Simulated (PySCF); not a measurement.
# A gas-phase reaction: ClGeH5Si + N2O → ClGeH5OSi + N2

What reaction energy should one expect for `Cl[SiH2][GeH3]` + `[N-]=[N+]=O` → `O[SiH](Cl)[GeH3]` + `N#N`?

Computed with PySCF 2.14.0; each step states its level. No surroundings beyond the atoms listed, unless a continuum is named. Atoms count from 0, parts from 1.

## (1) Starting point

Each species was relaxed by itself at PBE0-D3(BJ)/def2-SVPD.

## (2) Reaction energy: wB97M-D3(BJ)/def2-TZVPD

What the job is given:

```
{"job": {"kind": "react", "xc": "wB97M-D3(BJ)", "basis": "def2-TZVPD"}, "charge": 0, "multiplicity": 1}
-1 ClGeH5Si charge 0 multiplicity 1
Cl    -2.176930     1.581140    -0.809550
Si    -1.415490    -0.170080     0.045170
Ge     0.960770    -0.077210    -0.020020
H     -1.952280    -1.315940    -0.742890
H     -1.934580    -0.239040     1.440770
H      1.434600     0.085330    -1.471770
H      1.540880    -1.380310     0.557810
H      1.458300     1.110020     0.817680

-1 N2O charge 0 multiplicity 1
N      1.146480    -0.018680    -0.006580
N      0.021740    -0.010660     0.001080
O     -1.155080    -0.002250     0.009090

+1 ClGeH5OSi charge 0 multiplicity 1
O      1.344210     0.569900     1.786000
Si     0.479700     1.081490     0.456950
Cl    -1.209660     2.149510     1.071230
Ge    -0.305340    -0.715350    -0.893610
H      0.921090    -0.024220     2.411080
H      1.378650     2.038450    -0.235600
H      0.876110    -1.573600    -1.376080
H     -1.255570    -1.593700    -0.062900
H     -1.062080    -0.163890    -2.111100

+1 N2 charge 0 multiplicity 1
N      0.535500     0.037320     0.113860
N     -0.535500    -0.037320    -0.113860
```

Level: wB97M-D3(BJ)/def2-TZVPD reaction energy of separated species, gas phase.

The run is started by

```console
$ OMP_NUM_THREADS=1 python cluster_run.py task.json out
```

One launch serves the whole session: the jobs run in the order shown.

What it wrote:

```text
species 1 (ClGeH5Si)
coarse grid: 32504 points
cycle   1  E = -2829.8191452836  dE = -6.823e-01  |g| = 6.251e-01  |ddm| = 2.187e+00
cycle   2  E = -2829.8358761366  dE = -1.673e-02  |g| = 6.160e-01  |ddm| = 7.961e-01
cycle   3  E = -2829.8693957398  dE = -3.352e-02  |g| = 2.986e-02  |ddm| = 3.663e-01
cycle   4  E = -2829.8696573879  dE = -2.616e-04  |g| = 1.593e-02  |ddm| = 5.080e-02
cycle   5  E = -2829.8697235184  dE = -6.613e-05  |g| = 3.297e-03  |ddm| = 1.641e-02
cycle   6  E = -2829.8697274944  dE = -3.976e-06  |g| = 5.238e-04  |ddm| = 6.266e-03
final grid: 63576 points
cycle   7  E = -2829.8696191560  dE = -1.580e-07  |g| = 2.691e-04  |ddm| = 1.912e-03
cycle   8  E = -2829.8696191744  dE = -1.835e-08  |g| = 2.193e-04  |ddm| = 4.544e-04
cycle   9  E = -2829.8696191800  dE = -5.674e-09  |g| = 3.876e-05  |ddm| = 1.547e-04
cycle  10  E = -2829.8696191810  dE = -9.391e-10  |g| = 1.889e-05  |ddm| = 8.184e-05
converged SCF energy = -2829.8696191810

species 2 (N2O)
coarse grid: 15424 points
cycle   1  E = -184.6618541607  dE =  6.983e-01  |g| = 8.261e-01  |ddm| = 1.717e+00
cycle   2  E = -184.5841316135  dE =  7.772e-02  |g| = 1.134e+00  |ddm| = 9.885e-01
cycle   3  E = -184.7852498351  dE = -2.011e-01  |g| = 1.174e-01  |ddm| = 4.952e-01
cycle   4  E = -184.7864124877  dE = -1.163e-03  |g| = 8.425e-02  |ddm| = 1.014e-01
cycle   5  E = -184.7877138587  dE = -1.301e-03  |g| = 1.003e-02  |ddm| = 4.527e-02
cycle   6  E = -184.7877341613  dE = -2.030e-05  |g| = 1.578e-03  |ddm| = 1.117e-02
cycle   7  E = -184.7877350529  dE = -8.916e-07  |g| = 4.463e-04  |ddm| = 4.009e-03
final grid: 33192 points
cycle   8  E = -184.7877161810  dE = -2.518e-08  |g| = 5.812e-04  |ddm| = 1.927e-03
cycle   9  E = -184.7877160363  dE =  1.447e-07  |g| = 1.087e-03  |ddm| = 7.542e-04
cycle  10  E = -184.7877162520  dE = -2.157e-07  |g| = 4.351e-05  |ddm| = 5.312e-04
cycle  11  E = -184.7877162526  dE = -5.357e-10  |g| = 2.680e-05  |ddm| = 9.345e-05
converged SCF energy = -184.7877162526

species 3 (ClGeH5OSi)
coarse grid: 37688 points
cycle   1  E = -2905.0797745088  dE = -4.336e-01  |g| = 8.945e-01  |ddm| = 2.390e+00
cycle   2  E = -2905.0638974773  dE =  1.588e-02  |g| = 1.008e+00  |ddm| = 1.127e+00
cycle   3  E = -2905.2021737386  dE = -1.383e-01  |g| = 7.247e-02  |ddm| = 5.704e-01
cycle   4  E = -2905.2031352677  dE = -9.615e-04  |g| = 3.774e-02  |ddm| = 7.755e-02
cycle   5  E = -2905.2033609011  dE = -2.256e-04  |g| = 6.360e-03  |ddm| = 2.953e-02
cycle   6  E = -2905.2033723522  dE = -1.145e-05  |g| = 2.765e-03  |ddm| = 9.810e-03
cycle   7  E = -2905.2033740339  dE = -1.682e-06  |g| = 5.474e-04  |ddm| = 3.526e-03
final grid: 74784 points
cycle   8  E = -2905.2033152383  dE = -1.976e-07  |g| = 3.060e-04  |ddm| = 2.640e-03
cycle   9  E = -2905.2033152633  dE = -2.501e-08  |g| = 2.505e-04  |ddm| = 6.028e-04
cycle  10  E = -2905.2033152733  dE = -1.004e-08  |g| = 4.286e-05  |ddm| = 1.823e-04
cycle  11  E = -2905.2033152749  dE = -1.590e-09  |g| = 2.561e-05  |ddm| = 1.074e-04
cycle  12  E = -2905.2033152751  dE = -2.046e-10  |g| = 3.732e-06  |ddm| = 3.621e-05
converged SCF energy = -2905.2033152751

species 4 (N2)
coarse grid: 10240 points
cycle   1  E = -109.6045705997  dE =  4.455e-02  |g| = 1.682e-01  |ddm| = 1.300e+00
cycle   2  E = -109.6103817113  dE = -5.811e-03  |g| = 7.387e-02  |ddm| = 1.523e-01
cycle   3  E = -109.6112822342  dE = -9.005e-04  |g| = 6.548e-03  |ddm| = 4.575e-02
cycle   4  E = -109.6112964182  dE = -1.418e-05  |g| = 1.069e-03  |ddm| = 1.769e-02
cycle   5  E = -109.6112968985  dE = -4.803e-07  |g| = 2.349e-04  |ddm| = 1.190e-03
final grid: 21984 points
cycle   6  E = -109.6112968294  dE = -3.454e-08  |g| = 7.935e-05  |ddm| = 5.250e-04
cycle   7  E = -109.6112968322  dE = -2.785e-09  |g| = 3.035e-05  |ddm| = 1.360e-04
cycle   8  E = -109.6112968325  dE = -2.802e-10  |g| = 8.386e-06  |ddm| = 5.147e-05
converged SCF energy = -109.6112968325

Reaction energy = -99.008 kcal/mol
```

Run time: 70 s. Hardware: 1 thread of Arm Neoverse N1, shared host; peak memory 0.79 GiB.

Species by species (with the dispersion term, which the log's SCF energies lack):

```csv
ν,species,energy (Eh),HOMO (eV)
-1,Cl[SiH2][GeH3],-2829.87713,-10.30
-1,[N-]=[N+]=O,-184.78947,-12.17
+1,O[SiH](Cl)[GeH3],-2905.21234,-10.17
+1,N#N,-109.61204,-14.89
```

## (3) Energies of the species: PBE0-D3(BJ)/def2-TZVPD

Settings changed since step 2:

```diff
@@ -1,2 +1,2 @@
-{"job": {"kind": "react", "xc": "wB97M-D3(BJ)", "basis": "def2-TZVPD"}, "charge": 0, "multiplicity": 1}
+{"job": {"kind": "react", "xc": "PBE0", "basis": "def2-TZVPD", "disp": "d3bj"}, "charge": 0, "multiplicity": 1}
 -1 ClGeH5Si charge 0 multiplicity 1
```

Level: PBE0-D3(BJ)/def2-TZVPD reaction energy of separated species, gas phase.

What it wrote:

```text
species 1 (ClGeH5Si)
coarse grid: 32504 points
cycle   1  E = -2829.1909244231  dE = -6.517e-01  |g| = 6.417e-01  |ddm| = 2.168e+00
cycle   2  E = -2829.1763987522  dE =  1.453e-02  |g| = 7.400e-01  |ddm| = 8.440e-01
cycle   3  E = -2829.2279655209  dE = -5.157e-02  |g| = 3.014e-02  |ddm| = 4.675e-01
cycle   4  E = -2829.2281157531  dE = -1.502e-04  |g| = 1.143e-02  |ddm| = 2.924e-02
cycle   5  E = -2829.2281513244  dE = -3.557e-05  |g| = 3.978e-03  |ddm| = 1.219e-02
cycle   6  E = -2829.2281550040  dE = -3.680e-06  |g| = 6.633e-04  |ddm| = 3.513e-03
final grid: 63576 points
cycle   7  E = -2829.2281376727  dE = -3.280e-08  |g| = 7.216e-04  |ddm| = 2.323e-03
cycle   8  E = -2829.2281376580  dE =  1.462e-08  |g| = 9.141e-04  |ddm| = 1.054e-03
cycle   9  E = -2829.2281377431  dE = -8.505e-08  |g| = 5.769e-05  |ddm| = 5.445e-04
cycle  10  E = -2829.2281377437  dE = -6.485e-10  |g| = 4.786e-06  |ddm| = 5.409e-05
converged SCF energy = -2829.2281377437

species 2 (N2O)
coarse grid: 3216 points
cycle   1  E = -184.4535288689  dE =  7.159e-01  |g| = 7.390e-01  |ddm| = 1.711e+00
cycle   2  E = -184.1504150260  dE =  3.031e-01  |g| = 1.537e+00  |ddm| = 1.024e+00
cycle   3  E = -184.5235236373  dE = -3.731e-01  |g| = 3.651e-01  |ddm| = 7.202e-01
cycle   4  E = -184.5487832368  dE = -2.526e-02  |g| = 9.413e-02  |ddm| = 2.242e-01
cycle   5  E = -184.5504301912  dE = -1.647e-03  |g| = 6.997e-03  |ddm| = 4.642e-02
cycle   6  E = -184.5504373077  dE = -7.117e-06  |g| = 2.067e-03  |ddm| = 4.688e-03
final grid: 33192 points
cycle   7  E = -184.5460660351  dE =  2.287e-05  |g| = 1.443e-02  |ddm| = 4.926e-02
cycle   8  E = -184.5457696049  dE =  2.964e-04  |g| = 4.136e-02  |ddm| = 2.670e-02
cycle   9  E = -184.5461038152  dE = -3.342e-04  |g| = 2.921e-03  |ddm| = 2.052e-02
cycle  10  E = -184.5461053242  dE = -1.509e-06  |g| = 4.855e-04  |ddm| = 1.401e-03
cycle  11  E = -184.5461053618  dE = -3.756e-08  |g| = 8.087e-05  |ddm| = 2.521e-04
cycle  12  E = -184.5461053632  dE = -1.418e-09  |g| = 1.161e-05  |ddm| = 7.083e-05
cycle  13  E = -184.5461053632  dE = -3.001e-11  |g| = 5.723e-07  |ddm| = 7.495e-06
converged SCF energy = -184.5461053632

species 3 (ClGeH5OSi)
coarse grid: 37688 points
cycle   1  E = -2904.3453601799  dE = -3.913e-01  |g| = 9.451e-01  |ddm| = 2.418e+00
cycle   2  E = -2904.1243624341  dE =  2.210e-01  |g| = 1.451e+00  |ddm| = 1.385e+00
cycle   3  E = -2904.4596043777  dE = -3.352e-01  |g| = 1.958e-01  |ddm| = 9.199e-01
cycle   4  E = -2904.4658964655  dE = -6.292e-03  |g| = 4.439e-02  |ddm| = 1.415e-01
cycle   5  E = -2904.4661100912  dE = -2.136e-04  |g| = 8.639e-03  |ddm| = 3.350e-02
cycle   6  E = -2904.4661263935  dE = -1.630e-05  |g| = 2.615e-03  |ddm| = 9.356e-03
cycle   7  E = -2904.4661280248  dE = -1.631e-06  |g| = 6.202e-04  |ddm| = 2.346e-03
final grid: 74784 points
cycle   8  E = -2904.4661360589  dE = -2.292e-08  |g| = 7.702e-04  |ddm| = 4.003e-03
cycle   9  E = -2904.4661359937  dE =  6.527e-08  |g| = 1.001e-03  |ddm| = 1.283e-03
cycle  10  E = -2904.4661361750  dE = -1.814e-07  |g| = 9.680e-05  |ddm| = 6.768e-04
cycle  11  E = -2904.4661361768  dE = -1.730e-09  |g| = 1.805e-05  |ddm| = 6.605e-05
cycle  12  E = -2904.4661361768  dE = -5.321e-11  |g| = 3.138e-06  |ddm| = 1.376e-05
converged SCF energy = -2904.4661361768

species 4 (N2)
coarse grid: 2128 points
cycle   1  E = -109.4495363388  dE =  1.300e-01  |g| = 1.031e-01  |ddm| = 1.274e+00
cycle   2  E = -109.4509708896  dE = -1.435e-03  |g| = 4.738e-02  |ddm| = 1.017e-01
cycle   3  E = -109.4513939045  dE = -4.230e-04  |g| = 9.132e-03  |ddm| = 3.530e-02
cycle   4  E = -109.4514105812  dE = -1.668e-05  |g| = 5.128e-04  |ddm| = 5.400e-03
cycle   5  E = -109.4514106284  dE = -4.722e-08  |g| = 7.833e-05  |ddm| = 4.390e-04
final grid: 21984 points
cycle   6  E = -109.4466154058  dE = -6.436e-06  |g| = 2.500e-03  |ddm| = 5.449e-02
cycle   7  E = -109.4466160430  dE = -6.372e-07  |g| = 1.568e-03  |ddm| = 2.627e-03
cycle   8  E = -109.4466165318  dE = -4.888e-07  |g| = 4.508e-05  |ddm| = 9.699e-04
cycle   9  E = -109.4466165322  dE = -3.986e-10  |g| = 4.925e-06  |ddm| = 5.051e-05
converged SCF energy = -109.4466165322

Reaction energy = -87.342 kcal/mol
```

It took 39 s on 1 thread of Arm Neoverse N1, shared host; peak memory 0.76 GiB.

Reaction energy at this level: -87.34 kcal/mol.

## (4) Side by side

Energies in kcal/mol, with wall time:

```csv
run,reaction,time
wB97M-D3(BJ)/def2-TZVPD,-99.01,70 s
PBE0-D3(BJ)/def2-TZVPD,-87.34,39 s
```

## (5) What came out

| quantity | value |
| --- | --- |
| reaction energy (wB97M-D3(BJ)/def2-TZVPD) | -99.01 kcal/mol |
| ΔH, ΔG at 298 K (xTB thermal terms) | -98.6, -98.8 kcal/mol |
| range of the reaction energy over the runs of this table | -99.01 to -87.34 kcal/mol |

**Reading.** The reaction is exothermic by 98.6 kcal/mol in the gas phase; dispersion gives -0.32, and xTB itself gave -21.62 for the electronic energy (xTB energies and thermal terms come from the earlier relaxation of each species, not shown). No barrier was sought. xTB and this level differ widely in the electronic energy, so what comes from xTB (the thermal terms above all) is less safe here. The reaction energy runs from -99.01 (wB97M-D3(BJ)/def2-TZVPD) to -87.34 kcal/mol (PBE0-D3(BJ)/def2-TZVPD).
